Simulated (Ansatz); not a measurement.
Born–Oppenheimer molecular dynamics of a periodic cell of 16 atoms, Mn3Si (start crystal Mn3Si, start structure Fm-3m, volume 1.15 times the crystal's). It starts from a structure without forces on its atoms.

The calculation used Ansatz, DFT PBEsol, scalar-relativistic, plane waves, PAW. Settings: cutoff 420 eV, k mesh 3x3x3, fermi-dirac smearing 0.24 eV, no spin polarisation.

```
ensemble        : NVT, Langevin thermostat
time step       : 1.5 fs
steps asked     : 250
set temperature : 2800 K
friction        : 0.02 /fs
seed            : 143103
```

First frame:

```xyz
16
Lattice="5.9875 0.0000 0.0000 0.0000 5.9875 0.0000 0.0000 0.0000 5.9875" Properties=species:S:1:pos:R:3
Mn 2.994 2.994 2.994
Mn 1.497 1.497 1.497
Mn 4.491 4.491 4.491
Si 0.000 0.000 0.000
Mn 0.000 0.000 2.994
Mn 4.491 4.491 1.497
Mn 1.497 1.497 4.491
Si 2.994 2.994 0.000
Mn 0.000 2.994 0.000
Mn 4.491 1.497 4.491
Mn 1.497 4.491 1.497
Si 2.994 0.000 2.994
Mn 2.994 0.000 0.000
Mn 1.497 4.491 4.491
Mn 4.491 1.497 1.497
Si 0.000 2.994 2.994
```

(1) What does the run give?

(2) What happens to the structure?

(3) How do temperature and energy run in time?

Answers

(1) All steps were run.

```yaml
steps_done: 250
time_covered: 375 fs
mean_temperature_over_the_second_half: 2969 K
spread_of_the_potential_energy_over_the_second_half: 36.9 meV per atom
mean_potential_energy_of_the_second_half_above_the_start: 258.7 meV per atom
```

A run of 0.38 ps of so small a system gives no equilibrium averages. Spin polarisation was left off. Limits of this set-up: coarse k mesh, magnetic elements without spin.

(2) Mean squared displacements from the first frame to the last, about the centre of mass: Mn 0.30 Å², Si 0.15 Å². Another seed would give other details.

(3) 
```csv
time (fs),T (K),potential energy less start (eV)
0.0,2625,0.000
18.0,1764,0.749
36.0,1583,1.618
54.0,1690,2.240
72.0,1339,2.411
90.0,2009,2.332
108.0,2279,4.051
126.0,2702,4.272
144.0,2309,4.055
162.0,2420,5.065
180.0,3516,3.827
198.0,3781,2.528
216.0,1654,4.151
234.0,3198,4.221
252.0,2597,4.644
270.0,2681,4.452
288.0,2626,4.436
306.0,3190,3.732
324.0,3039,4.824
342.0,3236,4.327
360.0,3029,3.924
```

Run time: 21 min on 4 threads of Intel(R) Xeon(R) Platinum 8559C (Emerald Rapids), with other jobs on the host, peak memory 1.3 GiB.
